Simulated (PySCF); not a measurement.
# C2H8Si2: the cost of one run

Computed with PySCF 2.14.0, with density-fitted response routines of our own, on a single molecule in the gas phase. Atoms are numbered from 0 throughout.

### 1 The molecule as given

12 atoms, charge 0, multiplicity 1; geometry from: GFN2-xTB. The atoms were then displaced at random by about 0.01 Å, so the start is not that level's minimum.

Bonds of the start (Å): C0–Si1 1.90, Si1–C2 1.93, C2–Si3 1.89, Si3–C0 1.91, C0–H4 1.10, C0–H5 1.06, Si1–H6 1.48, Si1–H7 1.47, C2–H8 1.07, C2–H9 1.08, Si3–H10 1.48, Si3–H11 1.49.

### 2 Optimising the geometry at PBE0-D3(BJ)/def2-SVP

Job settings and geometry (Å):

```
{"job": {"xc": "PBE0", "basis": "def2-SVP", "d3": "d3bj", "grid": 1, "shake": 0.01, "kind": "geom"}, "charge": 0, "multiplicity": 1}
C      0.276510     0.349890     1.250170
Si     1.339700    -0.267620    -0.201530
C     -0.276680    -0.379390    -1.258500
Si    -1.312170     0.266290     0.190770
H      0.501130     1.370780     1.576860
H      0.257080    -0.253380     2.127190
H      2.339070     0.701610    -0.693110
H      2.019650    -1.542550     0.046940
H     -0.265110     0.259700    -2.115560
H     -0.504410    -1.383390    -1.577730
H     -2.007830     1.547950    -0.049850
H     -2.327240    -0.698170     0.695310
```

Started as:

```bash
> OMP_NUM_THREADS=1 python probes_run.py task.json out
```

The driver reads the jobs from task.json and runs them one after another.

Q: Estimate the wall time and peak memory of this first job on 1 thread of Arm Neoverse V1, shared host.

About 20 s, with a peak of 0.42 GiB.
